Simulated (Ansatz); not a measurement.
**CH₃Cl₂F₂NW: up Jacob's ladder to CCSD(T)**

The task here is to estimate one member of a computed series from the others.

Method: functionals in def2-TZVPP, the program's frozen cores in correlated methods; program: Ansatz 0.2.0, Gaussian basis.

Levels to be run: LDA (SPW92), PBE-D4, revPBE-D4, BLYP-D4, r2SCAN-D4, B97M-V, PBE0-D4, B3LYP-D4, r2SCANh-D4, r2SCAN0-D4, HSE06-D4, BHLYP-D4, CAM-B3LYP-D4, LC-ωPBE, ωB97X-V, ωB97M-V, B2PLYP, PBE-QIDH; CCSD(T)/def2-SVP; MP2/def2-TZVPP; MP2/def2-QZVPP; RPA on PBE.

## The geometry

An earlier PBE0-D4 in a triple-zeta def2 set relaxation fixed the geometry. W takes the def2 core potential; no spin-orbit term is included.

SMILES `C[N]=[W]([F])([F])([Cl])[Cl]`, 10 atoms, charge 0, spin multiplicity 1.

Atoms are counted from 1 here; the program's logs count them from 0.

Bond lengths: C1–N2 1.413 Å, C1–H8 1.094 Å, C1–H9 1.094 Å, C1–H10 1.093 Å, N2–W3 1.700 Å, W3–F4 1.870 Å, W3–F5 1.870 Å, W3–Cl6 2.297 Å, W3–Cl7 2.297 Å. Angles: N2–C1–H8 109.7°, N2–C1–H9 109.7°, N2–C1–H10 110.1°, H8–C1–H9 109.1°, H8–C1–H10 109.1°, H9–C1–H10 109.1°, C1–N2–W3 178.9°, N2–W3–F4 105.1°, N2–W3–F5 105.1°, N2–W3–Cl6 102.6°, N2–W3–Cl7 102.6°, F4–W3–F5 84.0°, F4–W3–Cl6 86.5°, F4–W3–Cl7 152.2°, F5–W3–Cl6 152.2°, F5–W3–Cl7 86.5°, Cl6–W3–Cl7 89.8°.

Set-up of the first run:

Contents of in.yaml:

```yaml
crystal:
  periodic: [false, false, false]
  atoms:
    - {symbol: C, position_ang: [0.498702, -1.720377, -0.036219]}
    - {symbol: N, position_ang: [0.072450, -0.373701, -0.045378]}
    - {symbol: W, position_ang: [-0.420059, 1.253274, -0.032868]}
    - {symbol: F, position_ang: [-2.288757, 1.196944, 0.025174]}
    - {symbol: F, position_ang: [-0.684596, 1.696860, -1.830611]}
    - {symbol: Cl, position_ang: [-0.504322, 1.733299, 2.212274]}
    - {symbol: Cl, position_ang: [1.574118, 2.382733, -0.191828]}
    - {symbol: H, position_ang: [1.539133, -1.780152, -0.367476]}
    - {symbol: H, position_ang: [0.422158, -2.124196, 0.977143]}
    - {symbol: H, position_ang: [-0.125726, -2.315882, -0.707312]}
basis:
  gaussian: {orbitals: def2-TZVPP}
hamiltonian: {xc: lda}
output: {orbitals: {seedname: orbitals}}
```

Launch:

```console
> ansatz run in.yaml --threads 4 --pin off --events-out ev --progress --plain --max-ram 11315MiB
```

Steps of the session up to this table: LDA; PBE-D4 (GGA); revPBE-D4 (GGA); BLYP-D4 (GGA); r2SCAN-D4 (meta-GGA); B97M-V (meta-GGA); B3LYP-D4 (hybrid); r2SCANh-D4 (hybrid); r2SCAN0-D4 (hybrid); HSE06-D4 (hybrid); BHLYP-D4 (hybrid); CAM-B3LYP-D4 (range-separated); LC-ωPBE (range-separated); ωB97X-V (range-separated); ωB97M-V (range-separated); B2PLYP (double hybrid); PBE-QIDH (double hybrid).

One of the session's tables, all rows but one given; the rest of the session is left out.

It belongs to the step «Frontier levels by functional». 

```
  functional  HOMO (eV)  LUMO (eV)  gap (eV)
 LDA (SPW92)      -7.55      -4.54      3.01
      PBE-D4      -7.38      -4.30      3.08
   revPBE-D4      -7.32      -4.21      3.11
     BLYP-D4      -7.23      -4.19      3.05
   r2SCAN-D4      -7.73      -4.30      3.43
      B97M-V      -7.82      -4.28      3.54
     PBE0-D4      -8.76      -3.61      5.15
    B3LYP-D4      -8.50      -3.81      4.69
  r2SCANh-D4      -8.24      -4.02      4.21
  r2SCAN0-D4          ?          ?         ?
    HSE06-D4      -8.36      -3.99      4.37
    BHLYP-D4      -9.99      -2.69      7.29
CAM-B3LYP-D4     -10.08      -2.53      7.54
     LC-ωPBE     -11.44      -1.39     10.05
     ωB97X-V     -11.07      -1.46      9.61
     ωB97M-V     -10.93      -1.47      9.46
```

Estimate the missing values for r2SCAN0-D4.

Worked estimate for «HOMO (eV)». Against the share of exact exchange, r2SCAN-D4 (0, -7.73), r2SCANh-D4 (0.1, -8.24) give a slope of -5.10 per unit share; at 0.25 the line stands at -9.00.

As computed: HOMO (eV): -8.99; LUMO (eV): -3.59; gap (eV): 5.40. In «HOMO (eV)» the line misses by -0.01.
